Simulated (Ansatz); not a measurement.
**C2H4FGa: small, medium and large basis sets**

An exercise on one series of results from a longer session: the logs are not shown, and one member is left open.

The runs use Ansatz 0.2.0, Gaussian basis; one geometry, several basis sets.

Plan: PBE0-D4/def2-SVP; ωB97M-V/def2-SVP; PBE0-D4/def2-QZVPP; ωB97M-V/def2-QZVPP; the functionals' def2-TZVPP values are taken from earlier runs.

### The relaxed structure

All runs share one geometry, relaxed beforehand with PBE0-D4 in a triple-zeta def2 set.

8 atoms, charge 0, spin multiplicity 1.

Atoms are counted from 1 here; the program's logs count them from 0.

Bond lengths: F1–C2 1.336 Å, C2–C3 1.330 Å, C2–H5 1.083 Å, C3–H6 1.081 Å, C3–H7 1.082 Å, Ga4–H8 1.679 Å. Angles: F1–C2–C3 121.4°, F1–C2–H5 112.5°, C3–C2–H5 125.9°, C2–C3–H6 122.0°, C2–C3–H7 119.4°, H6–C3–H7 118.6°.

The first run:

Input file in.yaml:

```yaml
crystal:
  periodic: [false, false, false]
  atoms:
    - {symbol: F, position_ang: [0.779732, 0.424176, -1.787919]}
    - {symbol: C, position_ang: [0.352157, 0.780831, -0.573253]}
    - {symbol: C, position_ang: [0.646885, 0.058595, 0.504553]}
    - {symbol: Ga, position_ang: [-1.904782, -0.774564, -0.310833]}
    - {symbol: H, position_ang: [-0.167760, 1.731156, -0.578748]}
    - {symbol: H, position_ang: [1.227710, -0.851246, 0.442338]}
    - {symbol: H, position_ang: [0.328253, 0.403830, 1.478775]}
    - {symbol: H, position_ang: [-1.170095, -1.829977, 0.769287]}
basis:
  gaussian: {orbitals: def2-SVP}
hamiltonian: {xc: pbe0, dispersion: d4}
output: {orbitals: {seedname: orbitals}}
```

Started as:

```console
ansatz run in.yaml --threads 2 --pin off --events-out ev --progress --plain --max-ram 4352MiB
```

Steps of the session up to this table: PBE0-D4 in def2-SVP; ωB97M-V in def2-SVP; PBE0-D4 in def2-QZVPP; ωB97M-V in def2-QZVPP.

One of the session's tables, all rows but one given; the rest of the session is left out.

It belongs to the step «Functionals by basis». 

```
functional       basis  HOMO (eV)  LUMO (eV)
   PBE0-D4    def2-SVP      -5.71      -1.45
   PBE0-D4  def2-TZVPP          ?          ?
   PBE0-D4  def2-QZVPP      -5.77      -1.53
   ωB97M-V    def2-SVP      -7.71       0.30
   ωB97M-V  def2-TZVPP      -7.77       0.24
   ωB97M-V  def2-QZVPP      -7.80       0.06
```

Estimate the missing values for PBE0-D4, def2-TZVPP.

**Answer.** HOMO (eV): -5.75; LUMO (eV): -1.48. In the column «HOMO (eV)» it lies between PBE0-D4, def2-QZVPP (-5.77) and PBE0-D4, def2-SVP (-5.71).
